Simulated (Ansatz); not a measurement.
**LaRe (CsCl type): a single-point run**

Wanted: a converged single-point run for LaRe (CsCl type), and a check of what comes out. The structure is shown as the input types it.

Computed with Ansatz 0.2.0 (DFT r2SCAN, scalar-relativistic, plane waves, PAW, unless a step's input says otherwise).

### 1 The structure to begin with

The structure is cubic, space group Pm-3m (No. 221). The conventional cell has a = 3.573 Å, b = 3.573 Å, c = 3.573 Å, α = 90.00°, β = 90.00°, γ = 90.00°. Around La (site symmetry m-3m) lie 8 Re at 3.09 Å. Re (site symmetry m-3m) is surrounded by 8 La at 3.09 Å.

As a file:

```cif
data_structure
_symmetry_space_group_name_H-M 'Pm-3m'
_symmetry_Int_Tables_number 221
_cell_length_a 3.5733
_cell_length_b 3.5733
_cell_length_c 3.5733
_cell_angle_alpha 90.000
_cell_angle_beta 90.000
_cell_angle_gamma 90.000
_cell_volume 45.63
loop_
_atom_site_label
_atom_site_type_symbol
_atom_site_symmetry_multiplicity
_atom_site_Wyckoff_symbol
_atom_site_fract_x
_atom_site_fract_y
_atom_site_fract_z
_atom_site_occupancy
La1 La 1 a 0.00000 0.00000 0.00000 1
Re1 Re 1 b 0.50000 0.50000 0.50000 1
```

### 2 Input and run

File input.yaml:

```yaml
crystal:
  lattice:
    - [3.5733472286, 0.0, 0.0]
    - [0.0, 3.5733472286, 0.0]
    - [0.0, 0.0, 3.5733472286]
  atoms:
    - { symbol: La, position: [0.0, 0.0, 0.0] }
    - { symbol: Re, position: [0.5, 0.5, 0.5] }
basis:
  ecutwfc: 500
  ecutrho_ratio: 1
kpoints:
  mp_grid: { grid: [10, 10, 10] }
hamiltonian:
  xc: r2scan
scf:
  occupations: { method: gaussian, width: 0.05 }
  max_iter: 75
output:
  forces: true
  stress: true
```

Command:

```console
$ ansatz run input.yaml --threads 2 --pin off --max-ram 2662MiB --backend cpu --events-out ev --progress --plain --runs-dir out
```

**Question.** How will this run end, and is anything wrong with its input?

The program finished normally, with warnings (cutoff below recommended). Its log warns: «basis.ecutrho_ratio = 1 (ecutrho = 500 eV) is below the records' recommended 2000 eV»

Look at the input: basis.ecutrho_ratio is 1. The density cutoff must be at least four times the energy cutoff of the waves.

The test: set basis.ecutrho_ratio to 4.
